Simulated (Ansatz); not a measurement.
# AlF3GeH4O: the cost of one run

All numbers below are computed with Ansatz 0.2.0 (RKS PBE-D4/def2-SVP).

**1. The starting structure**

Bond lengths: Ge1–F3 1.680 Å, Ge1–F4 1.679 Å, Ge1–F5 1.679 Å, Ge1–O6 2.070 Å, O6–Al7 1.780 Å, Al7–H8 1.560 Å, Al7–H9 1.560 Å. Angles: F3–Ge1–F4 109.5°, F3–Ge1–F5 109.5°, F3–Ge1–O6 178.9°, F4–Ge1–F5 109.5°, F4–Ge1–O6 70.0°, F5–Ge1–O6 70.0°, Ge1–O6–Al7 125.0°, O6–Al7–H8 120.0°, O6–Al7–H9 120.0°, H8–Al7–H9 120.0°.

As a file:

```xyz
10

Ge    0.0000    0.0000    0.0000
H     0.0000    0.0000    1.9000
F     1.5842    0.0000   -0.5594
F    -0.7913    1.3709   -0.5594
F    -0.7913   -1.3709   -0.5594
O    -1.9644    0.0000    0.6527
Al   -3.2781   -0.9643   -0.0632
H    -3.0090   -2.4314   -0.5204
H    -4.6987   -0.3425   -0.2335
H    -0.9937    0.0000    1.8011
```

**2. Pulling towards end A**

Springs on the bonds that form and break draw the guess towards this end; the thresholds are loose.

Contents of input.yaml:

```yaml
crystal:
  periodic: [false, false, false]
  atoms:
    - { symbol: Ge, position_ang: [0.0, 0.0, 0.0] }
    - { symbol: H, position_ang: [0.0, 0.0, 1.9] }
    - { symbol: F, position_ang: [1.5842, 0.0, -0.5594] }
    - { symbol: F, position_ang: [-0.7913, 1.3709, -0.5594] }
    - { symbol: F, position_ang: [-0.7913, -1.3709, -0.5594] }
    - { symbol: O, position_ang: [-1.9644, 0.0, 0.6527] }
    - { symbol: Al, position_ang: [-3.2781, -0.9643, -0.0632] }
    - { symbol: H, position_ang: [-3.009, -2.4314, -0.5204] }
    - { symbol: H, position_ang: [-4.6987, -0.3425, -0.2335] }
    - { symbol: H, position_ang: [-0.9937, 0.0, 1.8011] }
basis:
  gaussian: { orbitals: def2-SVP }
hamiltonian:
  xc: pbe
  dispersion: d4
relax:
  f_tol: 0.15
  max_steps: 25
  restrain:
    - { distance: [0, 5], at: 2.97, k: 30.0 }
    - { distance: [9, 1], at: 1.86, k: 30.0 }
    - { distance: [0, 1], at: 1.55, k: 30.0 }
    - { distance: [9, 5], at: 1.01, k: 30.0 }
output:
  orbitals: {}
```

Launch:

```bash
> ansatz run input.yaml --threads 4 --pin off --max-ram 5120MiB --backend cpu --events-out ev --progress --plain --runs-dir out
```

What time and memory should one allow on 4 threads of Arm Neoverse V2, shared host?

About 18 s, with a peak of 0.19 GiB.
